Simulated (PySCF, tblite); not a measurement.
# C₅H₉B₂Br: geometry, infrared bands and NMR shifts

Aim: predict the infrared bands and NMR shifts of C₅H₉B₂Br (`CC#CB(C)CBBr`).

Computed with tblite 0.8.0 and PySCF 2.14.0, with density-fitted response routines of our own, on a single molecule in the gas phase. Atoms count from 0, in the outputs and in this text.

**1. The starting structure**

17 atoms, charge 0, multiplicity 1; geometry from: force field or distance geometry start.

Bonds of the start (Å): C0–C1 1.47, C1–C2 1.20, C2–B3 1.54, B3–C4 1.60, B3–C5 1.59, C5–B6 1.59, B6–Br7 2.00, C0–H8 1.11, C0–H9 1.11, C0–H10 1.10, C4–H11 1.12, C4–H12 1.11, C4–H13 1.11, C5–H14 1.10, C5–H15 1.10, B6–H16 1.19.

**2. Relaxing the molecule with GFN2-xTB**

Job settings and geometry (Å):

```
{"job": {"kind": "relax", "xc": "GFN2-xTB", "basis": "xTB"}, "charge": 0, "multiplicity": 1}
C      3.101300     1.382300     0.229700
C      1.835000     0.645600     0.093500
C      0.816300     0.025500     0.002000
B     -0.514600    -0.740100    -0.142100
C     -0.524500    -2.330900     0.042600
C     -1.868700     0.026700    -0.478400
B     -2.278400     0.977300     0.728500
Br    -2.284100     2.965900     0.503700
H      2.875400     2.441400     0.474600
H      3.702000     0.939700     1.045600
H      3.648900     1.333000    -0.728000
H     -0.886100    -2.802000    -0.902000
H     -1.207500    -2.605300     0.877700
H      0.502700    -2.700500     0.257400
H     -2.686200    -0.690900    -0.652900
H     -1.717900     0.631200    -1.383500
H     -2.520400     0.513100     1.794800
```

Started as:

```console
$ OMP_NUM_THREADS=1 python probes_run.py task.json out
```

The driver reads the jobs from task.json and runs them one after another.

**Question.** This job is followed by: GFN2-xTB harmonic vibrations, gas phase; GIAO PBE0/pcSseg-1 NMR shielding, non-relativistic, gas phase. Predict these results of the whole session: strongest single infrared mode (GFN2-xTB); zero-point energy (GFN2-xTB); ¹³C shifts against TMS (PBE0/pcSseg-1); ¹H shifts against TMS (PBE0/pcSseg-1, means over atoms taken as alike); ¹¹B shifts against BF3·OEt2 (PBE0/pcSseg-1); ⁷⁹Br shifts against HBr (PBE0/pcSseg-1).

As calculated:

| quantity | value |
| --- | --- |
| strongest single infrared mode (GFN2-xTB) | 2305 cm⁻¹, 288 km/mol |
| zero-point energy (GFN2-xTB) | 79.4 kcal/mol |
| ¹³C shifts against TMS (PBE0/pcSseg-1) | 147.4, 99.4, 57.3, 17.3, 7.9 ppm |
| ¹H shifts against TMS (PBE0/pcSseg-1, means over atoms taken as alike) | 7.40, 3.00, 2.45, 1.03 ppm |
| ¹¹B shifts against BF3·OEt2 (PBE0/pcSseg-1) | 77.6, 67.8 ppm |
| ⁷⁹Br shifts against HBr (PBE0/pcSseg-1) | 595 ppm |

In words: Relaxing lowered the energy by 0.350 eV in 80 steps; the close pair that moved most is B6–Br7, from 2.001 to 1.872 Å. All 45 modes are real, so the xTB geometry is a minimum. The strongest single mode, at 2305 cm⁻¹, moves mainly C1 and C2. Unscaled tight-binding wavenumbers are off by several per cent, some by more. Its intensities can rank the bands wrongly. At PBE0/pcSseg-1: The widest tensor belongs to Br7: span 1376 ppm, with a paramagnetic part of -1099 ppm. Spin-orbit coupling is left out, which matters for shieldings and couplings at and beside the heavy atoms.
